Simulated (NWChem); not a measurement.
**PBE0/def2-SVP run of C4H5N (3-butenenitrile)**

What is the electronic atomisation energy of C4H5N (3-butenenitrile) at PBE0/def2-SVP? 

The calculation is run with NWChem 7.3.0.

## 1. The structure to begin with

C4H5N: 10 atoms, total charge 0, spin state singlet. As SMILES, `C=CCC#N`. The coordinates come from a PBE0-D4/def2-TZVP relaxation. This is one conformer, not always the lowest.

Bond lengths: C1–C2 1.322 Å, C2–C3 1.502 Å, C3–C4 1.453 Å, C4–N5 1.149 Å, C1–H6 1.085 Å, C1–H7 1.083 Å, C2–H8 1.086 Å, C3–H9 1.096 Å, C3–H10 1.096 Å. Some angles: C1–C2–C3 125.6°, C2–C3–C4 113.9°, C3–C4–N5 179.2°, C1–C2–H8 120.3°, C3–C2–H8 114.1°, C2–C1–H6 121.8°, C2–C1–H7 120.8°, C2–C3–H9 110.1°, C2–C3–H10 110.1°, C4–C3–H9 108.3°.

## 2. The energy at PBE0/def2-SVP (run 1)

c4h5n.nw

```
start c4h5n
title "C4H5N"
memory stack 880 mb heap 220 mb global 1100 mb

geometry units atomic noautosym nocenter noautoz
   C  -2.13501258 -1.30069849 -1.37269706
   C  -0.62644421 -1.39216124  0.61737352
   C   1.35965795  0.52666667  1.27462027
   C   1.53370172  2.60253082 -0.51419448
   N   1.65143166  4.23090782 -1.94585099
   H  -2.03882552  0.23300323 -2.73046528
   H  -3.52055977 -2.76939364 -1.70604475
   H  -0.76155963 -2.95024043  1.94736277
   H   0.99097238  1.31713911  3.15319701
   H   3.21631386 -0.38323646  1.39612966
end

basis spherical bse
   C library def2-SVP
   N library def2-SVP
   H library def2-SVP
end

dft
   xc pbe0
   mult 1
   grid fine
   convergence energy 1e-08
   maxiter 100
   mulliken
   print low
end

task dft energy
```

On the command line:

```sh
$ nwchem c4h5n.nw > c4h5n.out
```

The program printed:

```text
[...]
 d= 0,ls=0.0,diis     1   -209.6352048450 -3.53D+02  1.49D-02  6.94D-01     2.9
[...]
 d= 0,ls=0.0,diis    11   -209.7310225178 -2.05D-09  2.90D-07  1.53D-09    29.7
         Total DFT energy =     -209.731022517790
      One electron energy =     -565.297103926773
           Coulomb energy =      242.259208743977
    Exchange-Corr. energy =      -30.104319039414
 Nuclear repulsion energy =      143.411191704419
[...]
      Total Density - Mulliken Population Analysis
     ---------------------------------------------
    Atom       Charge   Shell Charges
 -----------   ------   -------------------------------------------------------
    1 C    6     6.03   1.99  0.89  0.22  2.06  0.83  0.03
    2 C    6     6.18   1.99  0.91  0.30  2.06  0.89  0.04
    3 C    6     5.84   1.99  0.92 -0.11  2.15  0.87  0.04
    4 C    6     6.27   1.99  0.95  0.23  2.04  1.02  0.05
    5 N    7     7.02   1.99  1.08  0.53  2.22  1.17  0.03
    6 H    1     0.94   0.74  0.17  0.03
    7 H    1     0.94   0.74  0.18  0.02
    8 H    1     0.95   0.75  0.18  0.02
    9 H    1     0.91   0.73  0.16  0.02
   10 H    1     0.91   0.73  0.16  0.02
[...]
```

Wall time 30 s (1 thread of Intel Xeon Platinum 8259CL at 2.50GHz (Skylake/Cascade Lake), shared host); peak memory 0.12 GiB.

## 3. The C atom (run 2)

c.nw

```
start c
memory total 2200 mb

geometry units angstrom noautosym nocenter noautoz
   C     0.000000    0.000000    0.000000
end

basis spherical bse
   * library def2-SVP
end

dft
   xc pbe0
   mult 3
   grid fine
   convergence energy 1e-08
   maxiter 100
   mulliken
   noprint "final vectors analysis"
end

task dft energy
```

Run the same way, it converges to -37.76066 Eh (log not shown).

Run 3 isn't shown in full; the table further down has it.

## 4. The N atom at the same level (run 4)

geom.nw

```
start geom
title "N energy"
memory stack 880 mb heap 220 mb global 1100 mb

geometry units atomic noautosym nocenter noautoz
 N    0.00000000   0.00000000   0.00000000
end

basis spherical bse
 * library def2-SVP
end

dft
 xc pbe0
 mult 4
 grid fine
 convergence energy 1e-08
 iterations 100
 mulliken
 print low
end

task dft energy
```

Run the same way, it converges to -54.47898 Eh (log not shown).

## 5. Overview of the runs

```tsv
run	level	partner	energy (Eh)	wall time
1	PBE0/def2-SVP	base	-209.731023	30 s
2	UPBE0/def2-SVP	atoms	-37.760664	0.83 s
3	UPBE0/def2-SVP	atoms	-0.500291	0.81 s
4	UPBE0/def2-SVP	atoms	-54.478979	0.83 s
```

## 6. Results

At PBE0/def2-SVP:

| quantity | value |
| --- | --- |
| N atom: total energy | -54.47898 Eh |
| N atom: ⟨S²⟩ | 3.752 |
| electronic atomisation energy | 46.475 eV |

Taking the molecule apart into free atoms costs 46.48 eV (4484 kJ/mol), before zero-point energy and without spin-orbit coupling. All runs together took 33 s, the longest 30 s.
